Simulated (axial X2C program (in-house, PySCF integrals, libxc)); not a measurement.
# A two-component session on SnNa⁺: properties at the nuclei

Wanted for SnNa⁺: properties at the nuclei, at the two-component level.

Computed with an in-house X2C program for linear molecules on PySCF integrals. Level: two-component X2C with atomic mean-field terms, Sn dyall-cv3z, Na dyall-cv3z.

All values are calculated.

## (1) Set-up

task.json

```json
{"zs": [50, 11], "q": 1, "bas": ["dyall-cv3z", "dyall-cv3z"], "r0": 2.95, "levels": ["PBE0", "HF", "TPSSh", "B3LYP", "BHandHLYP"], "nst": 3}
```

Keys: zs atomic numbers; q charge; bas basis sets; r0 starting distance in Å; levels methods (HF also brings MP2); nst determinants followed.

Started as:

```console
> python soeom.py task.json out
```

The runs that follow: Expectation values, lowest determinant; Expectation values, a higher determinant; Expectation values, a higher determinant.

Before running it: what results should come out? Wanted: lowest determinant; qzz Sn; qzz Na; higher determinant; Eeff magnitude; Ws magnitude Sn; A∥/gI Sn (for each run or level that gives them).

**Answer**, as computed:

```
                                        quantity                                           value
                              lowest determinant                            Ω = 0 (closed shell)
                             qzz Sn (a.u.), PBE0                                           -7.86
                             qzz Na (a.u.), PBE0                                           -0.10
                              higher determinant       Ω = 1 (excess of +ω over −ω: 2 × ω = 1/2)
Eeff magnitude (GV/cm), PBE0, higher determinant                                             6.7
 Ws magnitude Sn (kHz), PBE0, higher determinant                                            3.89
        A∥/gI Sn (MHz), PBE0, higher determinant                                            1690
         qzz Sn (a.u.), PBE0, higher determinant                                           -1.97
                              higher determinant  Ω = 2 (excess of +ω over −ω: ω = 1/2, ω = 3/2)
Eeff magnitude (GV/cm), PBE0, higher determinant                                               8
 Ws magnitude Sn (kHz), PBE0, higher determinant                                            2.35
        A∥/gI Sn (MHz), PBE0, higher determinant                                             427
         qzz Sn (a.u.), PBE0, higher determinant                                           -2.77
```

In words: The expectation values come from single determinants, which for open shells can mix terms of unlike spin or miss the lowest Ω, so a determinant need not be a state. Eeff is the effective electric field on the electron dipole moment in this Ω state and Ws the scalar–pseudoscalar constant (defined with the proton number Z and per Ω); A∥ is the parallel hyperfine constant, which follows by multiplying with the nuclear g factor gI = μI/(I μN); qzz is the electric field gradient, eQq0 = 234.96 MHz × Q/barn × qzz. The operators were transformed with the bare-nucleus X2C matrices.
